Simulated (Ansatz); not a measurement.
# Cu3O2: one candidate of a structure search

The task: take a trial cell of Cu3O2 to zero force and stress.

Program: Ansatz 0.2.0. Level of theory: DFT PBE, scalar-relativistic, plane waves, PAW. These are calculated values, not measurements.

### 1 The starting structure

The structure is trigonal, space group R-3m (No. 166). The conventional cell has a = 5.926 Å, b = 5.926 Å, c = 6.587 Å, α = 90.00°, β = 90.00°, γ = 120.00°. Cu (site symmetry 2/m) has 2 O at 1.82 Å in its first shell of neighbours. Around O (site symmetry 3m) lie 3 Cu at 1.82 Å.

Coordinates:

```cif
data_structure
_symmetry_space_group_name_H-M 'R-3m:H'
_symmetry_Int_Tables_number 166
_cell_length_a 5.9260
_cell_length_b 5.9260
_cell_length_c 6.5874
_cell_angle_alpha 90.000
_cell_angle_beta 90.000
_cell_angle_gamma 120.000
_cell_volume 200.34
loop_
_atom_site_label
_atom_site_type_symbol
_atom_site_symmetry_multiplicity
_atom_site_Wyckoff_symbol
_atom_site_fract_x
_atom_site_fract_y
_atom_site_fract_z
_atom_site_occupancy
Cu1 Cu 9 d 0.33333 0.16667 0.16667 1
O1 O 6 c 0.00000 0.00000 0.26297 1
```

The start is the relaxed end of an invented cell (made as: Ni3S2 type (R32, No. 155)), taken up again for a closer look.

### 2 The guess as it stands, on a coarse mesh

input.yaml

```yaml
crystal:
  lattice:
    - [2.9630035, 1.7106909, 2.1957922]
    - [-2.9630035, 1.7106909, 2.1957922]
    - [0.0, -3.4213818, 2.1957922]
  atoms:
    - { symbol: Cu, position: [0.5, 0.0, 0.0] }
    - { symbol: Cu, position: [0.0, 0.5, 0.0] }
    - { symbol: Cu, position: [0.0, 0.0, 0.5] }
    - { symbol: O, position: [0.26297, 0.26297, 0.26297] }
    - { symbol: O, position: [0.73703, 0.73703, 0.73703] }
basis:
  ecutwfc: 420
kpoints:
  mp_grid: { grid: [6, 6, 6] }
hamiltonian:
  xc: pbe
scf:
  occupations: { method: gaussian, width: 0.1 }
  lower_state_search: "off"
output:
  forces: true
  stress: true
  eigenvalues: true
```

Started as:

```bash
$ ansatz run input.yaml --threads 1 --pin off --max-ram 3072MiB --backend cpu --events-out ev --progress --plain --runs-dir out
```

The program printed, shortened:

```text
Warning: RAYON_NUM_THREADS=1 ignored (pool sized by the plan → 1); use --threads N
[...]
Pseudopotentials: kind: paw
Pseudopotential: Cu, paw, valence charge 19, recommended cutoff 420 eV (normal), Cu.paw.azcp
Pseudopotential: O, paw, valence charge 6, recommended cutoff 420 eV (normal), O.paw.azcp
Functional definition: PBE
[...]
Crystal: 5 atoms, lattice volume = 66.780 Å³
Basis set: ecut = 420 eV, 1279 PW (Γ), exchange–correlation on 60×60×60 points (8 copies of the dense FFT grid, shifted against one another)
Bands: 42, of which v1, the nominal top of the filled ones, is band 35 counted from 1 (34 counted from 0)
Symmetry: 12 space group operations
Space group: R-3m (ITA 166), of the structure as read, at distance tolerance 4.1e-5 Å
k-points: 32 of 216
[...]
SCF iter   1: F=—  HF=-21007.420670 eV  |F-HF|=—  |Δ(HF+E_count)|=         —  Δρ=7.44e-3  dr2=1.31e-2  ethr=1.77e-3  ⟨swp⟩=6.0  Hψ=5126  notcnv=0
[...]
SCF iter   8: F=-21007.415781 eV  HF=-21007.415781 eV  |F-HF|=2.76e-9  |Δ(HF+E_count)|=   2.14e-7  Δρ=6.80e-6  dr2=2.05e-8  ethr=1.45e-10  ⟨swp⟩=6.5  Hψ=5984  notcnv=0
[...]
SCF converged after 8 iterations
Free energy (F): -21007.415781 eV
[...]
E sigma→0 (E₀):  -21007.399665 eV
Entropy (-TS):   -0.032232 eV (-6.446 meV/atom)
Fermi energy:    8.901227 eV
[...]
--- Forces (eV/Å), atoms counted from 1 ---
  atom   1  Cu     0.00000000     0.00000000    -0.00000000
  atom   2  Cu     0.00000000     0.00000000     0.00000000
  atom   3  Cu     0.00000000     0.00000000     0.00000000
  atom   4  O      0.00000000    -0.00000000     0.00173421
  atom   5  O      0.00000000     0.00000000    -0.00173421
[...]
--- Stress (GPa, compression-positive) ---
        0.009153       0.000000       0.000000
        0.000000       0.009153       0.000000
       -0.000000      -0.000000       0.078027
  P = ⅓ Tr σ = 0.0321 GPa (0.321 kbar)
--- Band table (eV; the first three rows and the last of 32) ---
[...]
```

Wall time 3.6 s (1 thread of Intel Xeon Platinum 8488C (Sapphire Rapids), shared host); peak memory 0.43 GiB.

Read-out: pressure 0.0 GPa, largest force 0.00 eV/Å, gap on this mesh none (metal). The coarse relaxation is skipped.

### 3 Spin check on a coarse mesh

input.yaml: that of step 2 with these lines changed.

```diff
@@ -6,5 +6,5 @@
   atoms:
-    - { symbol: Cu, position: [0.5, 0.0, 0.0] }
-    - { symbol: Cu, position: [0.0, 0.5, 0.0] }
-    - { symbol: Cu, position: [0.0, 0.0, 0.5] }
+    - { symbol: Cu, position: [0.5, 0.0, 0.0], spin: 1.0 }
+    - { symbol: Cu, position: [0.0, 0.5, 0.0], spin: 1.0 }
+    - { symbol: Cu, position: [0.0, 0.0, 0.5], spin: 1.0 }
     - { symbol: O, position: [0.26297, 0.26297, 0.26297] }
@@ -24 +24,4 @@
   eigenvalues: true
+  populations: true
+magnetization:
+  spin_polarized: true
```

Started as:

```bash
$ ansatz run input.yaml --threads 1 --pin off --max-ram 3072MiB --backend cpu --events-out ev --progress --plain --runs-dir out
```

The program printed, shortened:

```text
[...]
SCF converged after 18 iterations
Magnetization: 0.7059 μB (34.8529 up, 34.1471 down)
Absolute magnetization: 0.7412 μB (∫|ρ↑−ρ↓|, with the PAW one-centre terms)
Spin contamination: 0.0022 ħ² per cell (⟨S²⟩ above its minimum at these occupations)
Per-site moments (μB) at R_I (Å): [(0.16461071835482732, 0.752618578538115), (0.1646107183548271, 0.752618578538115), (0.16461071835482746, 0.752618578538115), (0.08374354875837875, 0.752618578538115), (0.0837435487583789, 0.752618578538115)]
Free energy (F): -21007.423958 eV
[...]
E sigma→0 (E₀):  -21007.416831 eV
Entropy (-TS):   -0.014254 eV (-2.851 meV/atom)
Fermi energy:    8.906545 eV
[...]
--- Forces (eV/Å), atoms counted from 1 ---
  atom   1  Cu    -0.00000000    -0.00000000    -0.00000000
  atom   2  Cu     0.00000000     0.00000000     0.00000000
  atom   3  Cu     0.00000000     0.00000000     0.00000000
  atom   4  O      0.00000000    -0.00000000     0.01172251
  atom   5  O      0.00000000     0.00000000    -0.01172251
[...]
--- Stress (GPa, compression-positive) ---
        0.213453       0.000000       0.000000
       -0.000000       0.213453       0.000000
       -0.000000      -0.000000       0.009807
  P = ⅓ Tr σ = 0.1456 GPa (1.456 kbar)
--- Band table (eV; the first three rows and the last of 64) ---
[...]
--- Löwdin populations: 5 sites ---
  site symbol       q [e]    m [muB]
     0     Cu     18.2872     0.1560
     1     Cu     18.2872     0.1560
     2     Cu     18.2872     0.1560
     3      O      6.9068     0.1198
     4      O      6.9068     0.1198
  spilling = 0.004707 (of n_electrons = 69.000000)
```

Wall time 19 s (1 thread of Intel Xeon Platinum 8488C (Sapphire Rapids), shared host); peak memory 0.49 GiB.

By site:

| atom | moment in the atom's sphere (μB) | Löwdin electrons |
| --- | --- | --- |
| Cu1 | 0.16 | 18.29 |
| Cu2 | 0.16 | 18.29 |
| Cu3 | 0.16 | 18.29 |
| O4 | 0.08 | 6.91 |
| O5 | 0.08 | 6.91 |

The Löwdin counts miss 0.32 of the 69 electrons, which the atomic orbitals do not span, so they are no charges.

The same cell is solved with trial moments on Cu. The largest site moment that stays is 0.16 μB and the cell's total 0.71 μB. The workflow keeps spin only above 0.25 μB on a site, so the next run goes without spin, although a moment survived, so a magnetic state may lie a little lower.

### 4 Full relaxation

input.yaml

```yaml
crystal:
  lattice:
    - [2.9630035, 1.7106909, 2.1957922]
    - [-2.9630035, 1.7106909, 2.1957922]
    - [0.0, -3.4213818, 2.1957922]
  atoms:
    - { symbol: Cu, position: [0.5, 0.0, 0.0] }
    - { symbol: Cu, position: [0.0, 0.5, 0.0] }
    - { symbol: Cu, position: [0.0, 0.0, 0.5] }
    - { symbol: O, position: [0.26297, 0.26297, 0.26297] }
    - { symbol: O, position: [0.73703, 0.73703, 0.73703] }
basis:
  ecutwfc: 420
kpoints:
  mp_grid: { grid: [12, 12, 12] }
hamiltonian:
  xc: pbe
scf:
  occupations: { method: gaussian, width: 0.1 }
output:
  forces: true
  stress: true
  eigenvalues: true
relax:
  adjacent_minimum: "off"
  f_tol: 0.01
  max_steps: 80
  cell: { stress_tol: 0.05 }
```

Started as:

```bash
$ ansatz run input.yaml --threads 1 --pin off --max-ram 3072MiB --backend cpu --events-out ev --progress --plain --runs-dir out
```

The program printed, shortened:

```text
Warning: RAYON_NUM_THREADS=1 ignored (pool sized by the plan → 1); use --threads N
[...]
Pseudopotentials: kind: paw
Pseudopotential: Cu, paw, valence charge 19, recommended cutoff 420 eV (normal), Cu.paw.azcp
Pseudopotential: O, paw, valence charge 6, recommended cutoff 420 eV (normal), O.paw.azcp
Functional definition: PBE
[...]
Crystal: 5 atoms, lattice volume = 66.780 Å³
Basis set: ecut = 420 eV, 1279 PW (Γ), exchange–correlation on 60×60×60 points (8 copies of the dense FFT grid, shifted against one another)
Bands: 42, of which v1, the nominal top of the filled ones, is band 35 counted from 1 (34 counted from 0)
Symmetry: 12 space group operations
Space group: R-3m (ITA 166), of the structure as read, at distance tolerance 4.1e-5 Å
k-points: 189 of 1728
[...]
SCF iter   1: F=—  HF=-21007.421278 eV  |F-HF|=—  |Δ(HF+E_count)|=         —  Δρ=7.34e-3  dr2=1.30e-2  ethr=1.77e-3  ⟨swp⟩=5.9  Hψ=30502  notcnv=0
[...]
--- Stress (GPa, compression-positive) ---
        0.033338      -0.000000      -0.000000
       -0.000000       0.033338       0.000000
        0.000000      -0.000000       0.043975
  P = ⅓ Tr σ = 0.0369 GPa (0.369 kbar)
--- Band table (eV; the first three rows and the last of 189) ---
[...]
--- Relaxed structure (1 steps of the walk, 1 accepted, 1 SCFs on fresh bases) ---
  F+E_penalty+E_count = -21007.41649708 eV   max|allowed force component| = 2.138e-3 eV/Å   (the final SCF, on the basis selected at the relaxed cell)
  cell:  # Å, volume = 66.7800 Å³
    - [2.963003527422865, 1.7106908841674018, 2.1957922]
    - [-2.963003527422865, 1.7106908841674018, 2.1957922]
    - [0.0, -3.4213817683348036, 2.1957922]
  atoms:
    - { symbol: Cu, position: [0.4999999999999999, -2.7755575615628914e-17, 0.0] }
    - { symbol: Cu, position: [-2.7755575615628914e-17, 0.4999999999999999, 0.0] }
    - { symbol: Cu, position: [0.0, 0.0, 0.4999999999999999] }
    - { symbol: O, position: [0.2629699999999999, 0.2629699999999999, 0.2629699999999999] }
    - { symbol: O, position: [0.7370299999999999, 0.7370299999999999, 0.7370299999999999] }
```

It took 62 s on 1 thread of Intel Xeon Platinum 8488C (Sapphire Rapids), shared host; peak memory 0.69 GiB.

The steps of the relaxation:

```
step  E - E(step 1) (eV/cell)  largest force component (eV/Å)  pressure (GPa)  volume (Å³)
   1                   0.0000                          0.0021            0.04        66.78
   2                   0.0000                          0.0021            0.04        66.78
```

Step 1 is the start. Step 2 repeats the geometry before it on a plane-wave basis chosen anew for that cell, so its energy need not be comparable with the rows above.

Lengths and angles in the start's conventional setting:

|  | before | after | change |
| --- | --- | --- | --- |
| a (Å) | 5.926 | 5.926 | 0.0 % |
| b (Å) | 5.926 | 5.926 | 0.0 % |
| c (Å) | 6.587 | 6.587 | 0.0 % |
| volume (Å³/atom) | 13.36 | 13.36 | 0.0 % |
| shortest distance (Å) | 1.825 | 1.825 | 0.0 % |
| space group (0.01 Å) | R-3m | R-3m | same |

Forces and stress were held to the start's 12 operations: a distortion of lower symmetry was not tested.

### 5 Changed: mp_grid.grid [6, 6, 6], eigensolver.kind davidson

input.yaml: that of step 4 with these lines changed.

```diff
@@ -14,3 +14,3 @@
 kpoints:
-  mp_grid: { grid: [12, 12, 12] }
+  mp_grid: { grid: [6, 6, 6] }
 hamiltonian:
@@ -19,6 +19,7 @@
   occupations: { method: gaussian, width: 0.1 }
+  eigensolver: { kind: davidson }
 output:
   forces: true
+  eigenvalues: true
   stress: true
-  eigenvalues: true
 relax:
```

Started as:

```bash
$ ansatz run input.yaml --threads 1 --pin off --max-ram 3072MiB --backend cpu --events-out ev --progress --plain --runs-dir out
```

The program printed, shortened:

```text
Warning: RAYON_NUM_THREADS=1 ignored (pool sized by the plan → 1); use --threads N
[...]
Pseudopotentials: kind: paw
Pseudopotential: Cu, paw, valence charge 19, recommended cutoff 420 eV (normal), Cu.paw.azcp
Pseudopotential: O, paw, valence charge 6, recommended cutoff 420 eV (normal), O.paw.azcp
Functional definition: PBE
[...]
Crystal: 5 atoms, lattice volume = 66.780 Å³
Basis set: ecut = 420 eV, 1279 PW (Γ), exchange–correlation on 60×60×60 points (8 copies of the dense FFT grid, shifted against one another)
Bands: 42, of which v1, the nominal top of the filled ones, is band 35 counted from 1 (34 counted from 0)
Symmetry: 12 space group operations
Space group: R-3m (ITA 166), of the structure as read, at distance tolerance 4.1e-5 Å
k-points: 32 of 216
[...]
SCF iter   1: F=—  HF=-21007.420631 eV  |F-HF|=—  |Δ(HF+E_count)|=         —  Δρ=7.41e-3  dr2=1.27e-2  ethr=1.77e-3  ⟨swp⟩=11.1  Hψ=6067  notcnv=0
[...]
--- Stress (GPa, compression-positive) ---
       -0.003337       0.000000       0.000000
        0.000000      -0.003337       0.000000
        0.000000       0.000000       0.040694
  P = ⅓ Tr σ = 0.0113 GPa (0.113 kbar)
--- Band table (eV; the first three rows and the last of 32) ---
[...]
--- Relaxed structure (2 steps of the walk, 2 accepted, 1 SCFs on fresh bases) ---
  F+E_penalty+E_count = -21007.41570761 eV   max|allowed force component| = 1.076e-3 eV/Å   (the final SCF, on the basis selected at the relaxed cell)
  cell:  # Å, volume = 66.8199 Å³
    - [2.9628319907331466, 1.710591847413417, 2.1973610519312126]
    - [-2.9628319907331466, 1.710591847413417, 2.1973610519312126]
    - [-2.1993722560774177e-35, -3.421183694826834, 2.1973610519312126]
  atoms:
    - { symbol: Cu, position: [0.5, -2.7755575615628914e-17, 0.0] }
    - { symbol: Cu, position: [-2.7755575615628914e-17, 0.5, 0.0] }
    - { symbol: Cu, position: [0.0, 0.0, 0.5] }
    - { symbol: O, position: [0.2629467469913649, 0.2629467469913649, 0.2629467469913649] }
    - { symbol: O, position: [0.7370532530086351, 0.7370532530086351, 0.7370532530086351] }
```

Run time: 26 s. Hardware: 1 thread of Intel Xeon Platinum 8488C (Sapphire Rapids), shared host; peak memory 0.43 GiB.

| run | ending | energy change | pressure (GPa) | gap (eV) | force (eV/Å) | cycles | time |
| --- | --- | --- | --- | --- | --- | --- | --- |
| step 4 | converged | 0 | 0.0 | 0.00 | 0.00 | - | 62 s |
| variant | converged | +0.2 meV/atom | 0.0 | 0.00 | 0.00 | - | 26 s |

Changing the k-point mesh and solver hardly moves the energy: +0.2 meV/atom. Cost: 26 s against 62 s.

### 6 Outcome

```
                                                              quantity                                                                       value
                                symmetry at the end (tolerance 0.05 Å)                                                  space group R-3m (No. 166)
                                                     conventional cell  a = 5.926 Å, b = 5.926 Å, c = 6.587 Å, α = 90.00°, β = 90.00°, γ = 120.00°
                                                                volume                                                               13.36 Å³/atom
energy over the elements (uncorrected; H, N, O, F and Cl as molecules)                                                               -0.39 eV/atom
                                                       gap on the mesh                                                                none (metal)
```

The space group R-3m (No. 166) is kept, at nearly the size of the first guess. A negative formation energy is needed for stability but isn't enough; other structures and compounds were not set against it here. No finished test with a distortion of lower symmetry is shown, so the end may be a saddle point. Some metallic runs here have no spin polarisation while others do; where cell and settings agree, the difference is what magnetism gains. Other magnetic orders were not searched.
